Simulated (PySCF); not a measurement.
# B9H9Te (closo-1-TeB9 (no H on Te)): the cost of one run

Computed with PySCF 2.14.0 and routines of our own; the level stands in each step. Atoms count from 0.

## 1. The system as given

19 atoms, charge 0, multiplicity 1; geometry from: GFN2-xTB.

## 2. Relaxing the molecule at PBE0-D3(BJ)/def2-SVP

Job settings and geometry (Å):

```
{"job": {"xc": "PBE0", "basis": "def2-SVP", "d3": "d3bj", "grid": 1, "maxiter": 30, "shake": 0.03, "kind": "geom"}, "charge": 0, "multiplicity": 1}
B      0.261010     0.589000    -1.437200
B     -0.268250     0.958720     1.249270
B      1.273930     0.881120     0.094280
B      1.198640    -0.611290    -0.717670
B     -0.764600    -0.732380    -1.036120
B      0.781340    -0.393830     1.130060
Te    -0.056760     2.622260    -0.311050
B     -1.016560    -0.487090     0.825350
B      0.046080    -1.610920     0.251120
B     -1.395540     0.741850    -0.284260
H      0.340720     0.928590    -2.558750
H     -0.426790     1.493370     2.317420
H      2.331120     1.370910     0.219480
H      1.942130    -1.120760    -1.260120
H     -1.384670    -1.331700    -1.819200
H      1.435410    -0.708120     2.084820
H     -1.920440    -0.888610     1.518450
H      0.061320    -2.772660     0.348740
H     -2.500850     1.065000    -0.530020
```

The run is started by

```sh
OMP_NUM_THREADS=1 python heavy_run.py task.json out
```

One launch serves the whole session: the jobs run in the order shown.

Q: Estimate the wall time and peak memory of this first job on 1 thread of Arm Neoverse V1, shared host.

About 5.2 min, with a peak of 0.95 GiB.
